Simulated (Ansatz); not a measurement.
Crystal: MgRe3.

```
CELL_PARAMETERS angstrom
0.00000 3.11453 3.11453
3.11453 0.00000 3.11453
3.11453 3.11453 0.00000
ATOMIC_POSITIONS crystal
Re 0.75000 0.75000 0.75000
Re 0.50000 0.50000 0.50000
Re 0.25000 0.25000 0.25000
Mg 0.00000 0.00000 0.00000
```

The cell comes from a database or a generator and needn't be the stable form of this composition.

* Program: Ansatz 0.2.0
* Task: single point
* Functional: PBE
* Potentials or basis: Ansatz PAW
* Cutoff: 420 eV (not typed: the program's choice for these potentials)
* k mesh: 7 × 7 × 7
* Occupations: fermi-dirac, width 0.05 eV
* Spin: no spin polarisation

On this cell: pressure -0.3 GPa; largest force zero by symmetry; band gap on the k mesh none (metal or under the smearing width).

The same run follows on a disturbed copy (atoms moved at random, drawn with an rms of 0.05 Å):

```
Re Mg
1.0
     0.00000    3.11453    3.11453
     3.11453    0.00000    3.11453
     3.11453    3.11453    0.00000
Re Mg
3 1
Direct
  0.74636 0.75028 0.74194
  0.51631 0.50440 0.49075
  0.23605 0.25256 0.23896
  0.99773 0.99208 0.99509
```

Problem. What does the disturbed cell give?

Solution. The energy (extrapolated to zero smearing) moves by +8.0 meV/atom; pressure 0.7 GPa; largest force 0.578 eV/Å; band gap on the k mesh none (metal or under the smearing width).

Forces on the atoms (eV/Å):
```
Re  -0.051 -0.121 -0.168
Re  -0.025 -0.183 -0.294
Re  -0.092  0.533  0.206
Mg   0.168 -0.229  0.256
```

Stress tensor (GPa, compression positive):
```
0.69 0.11 0.27
0.11 0.64 0.00
0.27 0.00 0.89
```
